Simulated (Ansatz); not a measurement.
# AlClGeH4: a ladder of functionals and wavefunction methods

The task here is to estimate one member of a computed series from the others.

Computed with Ansatz 0.2.0, Gaussian basis. Level: functionals in def2-TZVPP, the program's frozen cores in correlated methods.

Levels to be run: LDA (SPW92), PBE-D4, revPBE-D4, BLYP-D4, r2SCAN-D4, B97M-V, PBE0-D4, B3LYP-D4, r2SCANh-D4, r2SCAN0-D4, HSE06-D4, BHLYP-D4, CAM-B3LYP-D4, LC-ωPBE, ωB97X-V, ωB97M-V, B2PLYP, PBE-QIDH; CCSD(T)/def2-SVP; CCSD(T)/def2-TZVPP; MP2/def2-QZVPP; extrapolation to the limit; RPA on PBE.

## The geometry

All runs share one geometry, relaxed beforehand with PBE0-D4 in a triple-zeta def2 set.

SMILES `[Cl][AlH][GeH3]`, 7 atoms, charge 0, spin multiplicity 1.

Atoms are counted from 1 here; the program's logs count them from 0.

Bond lengths: Cl1–Al2 2.102 Å, Al2–Ge3 2.467 Å, Al2–H4 1.580 Å, Ge3–H5 1.540 Å, Ge3–H6 1.540 Å, Ge3–H7 1.540 Å. Angles: Cl1–Al2–Ge3 116.8°, Cl1–Al2–H4 116.5°, Ge3–Al2–H4 126.7°, Al2–Ge3–H5 111.0°, Al2–Ge3–H6 111.0°, Al2–Ge3–H7 112.3°, H5–Ge3–H6 107.2°, H5–Ge3–H7 107.6°, H6–Ge3–H7 107.6°.

The first run:

in.yaml

```yaml
crystal:
  periodic: [false, false, false]
  atoms:
    - {symbol: Cl, position_ang: [-2.499314, -1.527226, -0.126908]}
    - {symbol: Al, position_ang: [-0.425409, -1.314705, 0.144480]}
    - {symbol: Ge, position_ang: [0.501079, 0.959792, -0.093313]}
    - {symbol: H, position_ang: [0.379545, -2.632013, 0.480033]}
    - {symbol: H, position_ang: [0.225684, 1.522474, -1.499939]}
    - {symbol: H, position_ang: [-0.143983, 1.926428, 0.916843]}
    - {symbol: H, position_ang: [2.023700, 0.997251, 0.133104]}
basis:
  gaussian: {orbitals: def2-TZVPP}
hamiltonian: {xc: lda}
output: {orbitals: {seedname: orbitals}}
```

Steps of the session up to this table: LDA; PBE-D4 (GGA); revPBE-D4 (GGA); BLYP-D4 (GGA); r2SCAN-D4 (meta-GGA); B97M-V (meta-GGA); PBE0-D4 (hybrid); B3LYP-D4 (hybrid); r2SCANh-D4 (hybrid); r2SCAN0-D4 (hybrid); HSE06-D4 (hybrid); BHLYP-D4 (hybrid); CAM-B3LYP-D4 (range-separated); LC-ωPBE-D4 (range-separated; the results give it without D4); ωB97X-V (range-separated); ωB97M-V (range-separated); B2PLYP (double hybrid); PBE-QIDH (double hybrid).

One of the session's tables, all rows but one given; the rest of the session is left out.

It belongs to the step «Frontier levels by functional». 

| functional | HOMO (eV) | LUMO (eV) | gap (eV) |
| --- | --- | --- | --- |
| LDA (SPW92) | -6.77 | -2.91 | 3.86 |
| PBE-D4 | -6.68 | -2.70 | 3.98 |
| revPBE-D4 | -6.65 | -2.61 | 4.04 |
| BLYP-D4 | -6.55 | -2.57 | 3.98 |
| r2SCAN-D4 | -6.96 | -2.47 | 4.49 |
| B97M-V | -7.04 | -2.63 | 4.42 |
| PBE0-D4 | -7.79 | -1.97 | 5.82 |
| B3LYP-D4 | -7.59 | -2.15 | 5.44 |
| r2SCANh-D4 | ? | ? | ? |
| r2SCAN0-D4 | -7.97 | -1.84 | 6.12 |
| HSE06-D4 | -7.40 | -2.34 | 5.06 |
| BHLYP-D4 | -8.79 | -1.18 | 7.61 |
| CAM-B3LYP-D4 | -9.04 | -1.00 | 8.04 |
| LC-ωPBE | -10.35 | 0.05 | 10.40 |
| ωB97X-V | -10.02 | -0.06 | 9.96 |
| ωB97M-V | -9.79 | -0.30 | 9.49 |

**Question.** Estimate the row for r2SCANh-D4.

Worked estimate for «HOMO (eV)». Against the share of exact exchange, r2SCAN-D4 (0, -6.96), r2SCAN0-D4 (0.25, -7.97) give a slope of -4.04 per unit share; at 0.1 the line stands at -7.36.

As computed: HOMO (eV): -7.36; LUMO (eV): -2.22; gap (eV): 5.14. In «HOMO (eV)» the line misses by 0.00.
